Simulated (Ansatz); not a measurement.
# InBr2F: an energy map over two coordinates

A grid of calculations on Br2FIn, SMILES [F][In]([Br])[Br], to see where the energy is lowest and how it rises around there.

Method: RHF/def2-TZVP; program: Ansatz 0.2.0.

## (1) The starting structure

SMILES `[F][In]([Br])[Br]`, 4 atoms, charge 0, spin multiplicity 1.

Atoms are counted from 1 here; the program's logs count them from 0.

Bond lengths: F1–In2 1.967 Å, In2–Br3 2.473 Å, In2–Br4 2.473 Å. Angles: F1–In2–Br3 117.8°, F1–In2–Br4 117.8°, Br3–In2–Br4 124.4°.

As a file:

```xyz
4
charge 0, multiplicity 1
F     0.43152    1.22030    1.57881
In    0.03114    0.03604    0.06032
Br    1.21503   -2.13262   -0.05353
Br   -1.62209    0.81598   -1.60590
```

## (3) The grid

- umbrella angle at In2 (between each of its bonds and their common axis; 90 is planar): 13 values from 66 to 114 °
- change of the bonds In2–F1, In2–Br3, In2–Br4, all alike: 13 values from −0.249 to 0.385 Å

Nothing else is relaxed (all other coordinates rigid). Energies count from the relaxed molecule at the same level. Points are written as (first, second).

(The set-up runs are not shown.)

## (4) The run at (90°, 0.015 Å)

Input file input.yaml:

```yaml
crystal:
  periodic: [false, false, false]
  atoms:
    - { symbol: F, position_ang: [0.421764, 1.191776, 1.542051] }
    - { symbol: In, position_ang: [0.02972, 0.031734, 0.054933] }
    - { symbol: Br, position_ang: [1.218675, -2.113717, -0.033134] }
    - { symbol: Br, position_ang: [-1.614288, 0.83071, -1.583119] }
basis:
  gaussian: { orbitals: def2-TZVP }
hamiltonian:
  xc: hf
output:
  forces: true
```

Launch:

```
> ansatz run input.yaml --threads 1 --pin off --max-ram 2560MiB --backend cpu --events-out ev --progress --plain --runs-dir out
```

Further runs follow: the other points that were computed.

What does the calculation give? Wanted: lowest point; highest computed point; dipole moment.

**Answer**, as computed:

| quantity | value |
| --- | --- |
| lowest point | (90°, 0.015 Å), 0.6 kJ/mol |
| highest computed point | (66°, −0.249 Å), 393 kJ/mol above the lowest |
| dipole moment (D) | 0.51 at (90°, −0.249 Å) to 6.25 at (66°, 0.385 Å); 1.29 at the lowest point |
| time for the whole task | 15 min on 1 thread, shared host |

The lowest computed point is at (90°, 0.015 Å), 0.6 kJ/mol from the relaxed molecule at the same level. The grid is coarse, so the lowest point of the scanned range may lie between grid points; coordinates that were held can hide deeper minima. The grid shows no well of another kind. The highest computed point, (114°, −0.249 Å), lies 393 kJ/mol above the lowest. Round the minimum the two coordinates are nearly uncoupled.
